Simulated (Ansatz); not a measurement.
# Ta, space group P4/mbm: a test of the smearing width

Computed with Ansatz 0.2.0, Python API.

Input file `POSCAR`:
```text
Ta
1.0
  22.70911076    0.00000000    0.00000000
   0.00000000   22.70911076    0.00000000
   0.00000000    0.00000000    2.37728010
Ta
4
Direct
   0.31862853    0.81862853    0.00000000
   0.68137147    0.18137147    0.00000000
   0.18137147    0.31862853    0.00000000
   0.81862853    0.68137147    0.00000000
```

Notebook, run cell by cell (the value of a cell's last expression is shown):

```python
import ansatz as az
from ase.io import read
import pandas as pd
```

```python
atoms = read('POSCAR', format='vasp')
structure = az.Crystal.from_ase(atoms)
```

```python
structure.resolved().tree()['lattice']
```

    ((22.70911076, 0.0, 0.0), (0.0, 22.70911076, 0.0), (0.0, 0.0, 2.3772801))

```python
calculation = (
    structure.calculation()
    .functional(az.Functional.PBESOL)
    .basis(34 * az.Ry)
    .kpoints(length=24)
)
```

```python
rows = []
for value in [0.25, 0.15, 0.1, 0.05, 0.025]:
    summary = calculation.occupations('cold', width=value).run().report
    rows.append((value, summary['free_energy_ev'] / len(summary['lattice']['sites']), summary['n_iterations'], summary['n_kpoints']))

table = pd.DataFrame(rows, columns=['width (eV)', 'F/atom (eV)', 'iterations', 'k-points'])
table.round(5)
```

       width (eV)  F/atom (eV)  iterations  k-points
    0       0.250  -9800.90634           8         6
    1       0.150  -9800.90261          10         6
    2       0.100  -9800.90196          11         6
    3       0.050  -9800.89869          11         6
    4       0.025  -9800.89693          11         6

```python
# differences from the last row
for row in rows[:-1]:
    shift = 1000 * (row[1] - rows[-1][1])
    print(f'{row[0]}: {shift:+.2f} meV/atom' + ('  (within 5 meV)' if abs(shift) < 5 else ''))
```

    0.25: -9.42 meV/atom
    0.15: -5.69 meV/atom
    0.1: -5.04 meV/atom
    0.05: -1.76 meV/atom  (within 5 meV)

Going from 0.025 to 0.25 eV changes F by -9.4 meV an atom. This scheme is built to cancel the term in the square of the width, but that needs a smooth density of states and a fine mesh, and here a sizeable shift remains.

Reading the output:
- The cell holds layers, chains or clusters in vacuum, no bulk phase.
- The mesh is modest for a metal, so energies can be off by several to tens of meV an atom and pressures by half a GPa or more; differences at equal mesh fare better.
- The free energy holds a sizeable smearing term, which stands for no physical temperature.
- The narrowest width needs the finest mesh, so the last row is no converged reference.
- Spin-orbit coupling, which matters for elements this heavy, is left out.
- This isn't the structure that Ta takes at ambient conditions.
- Timing: 100 s on 1 thread of Arm Neoverse V2, with other jobs on the host, peak memory 1.2 GiB.
